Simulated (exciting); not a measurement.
Cd2Si: single point with PBE

Cd2Si:

```
CELL_PARAMETERS angstrom
0.00000 2.36132 7.09442
1.74073 0.00000 7.09442
1.74073 2.36132 0.00000
ATOMIC_POSITIONS crystal
Cd 0.33863 0.33863 0.66137
Cd 0.66137 0.66137 0.33863
Si 0.00000 0.00000 0.00000
```

The cell was built by a generator and needn't be a form met in nature.

```
Program             : exciting (release sodium)
Task                : single point
Functional          : PBE
Potentials or basis : all-electron LAPW+lo, shipped species files, valence relativity iora*
rgkmax              : 7.8
k mesh              : 10 × 10 × 10
Occupations         : fermi-dirac, width 0.05 eV
Spin                : no spin polarisation
```

```json
{
 "Largest force": "0.122 eV/Å",
 "Band gap on the k mesh": "none (metal or under the smearing width)",
 "All electrons inside the program's atomic spheres": "Cd 46.02; Si 11.59 (radii Cd 2.3, Si 2.0 bohr)"
}
```

Forces on the atoms (eV/Å):
```
Cd   0.000  0.000 -0.122
Cd   0.000  0.000  0.122
Si   0.000  0.000  0.000
```

Levels at points of the mesh, in eV from the Fermi level:
```tsv
k point	band 16	band 17	band 18	band 19	band 20	band 21	band 22	band 23	band 24	band 25
(0.00, 0.00, 0.00)	-8.59	-8.55	-7.03	-6.68	2.59	2.65	5.00	6.39	7.97	9.67
(0.50, 0.00, 0.00)	-8.47	-6.60	-4.92	-3.25	-1.99	0.04	0.56	4.31	4.66	5.37
(0.50, 0.50, 0.00)	-8.59	-8.57	-8.54	-3.46	-2.19	4.89	6.33	7.96	8.42	8.87
(0.50, 0.00, 0.50)	-8.12	-4.67	-3.97	0.04	0.36	0.39	0.70	0.88	3.33	3.72
(0.00, 0.50, 0.50)	-8.12	-4.67	-3.56	-1.39	-0.37	0.12	2.03	2.97	2.97	5.42
```

Run time: 8.2 min on 1 thread of Intel(R) Xeon(R) 6975P-C (Granite Rapids), with other jobs on the host, peak memory 0.18 GiB.

Caveat: the log's total energy holds no entropy term; the free energy is that total less TS from the occupations.
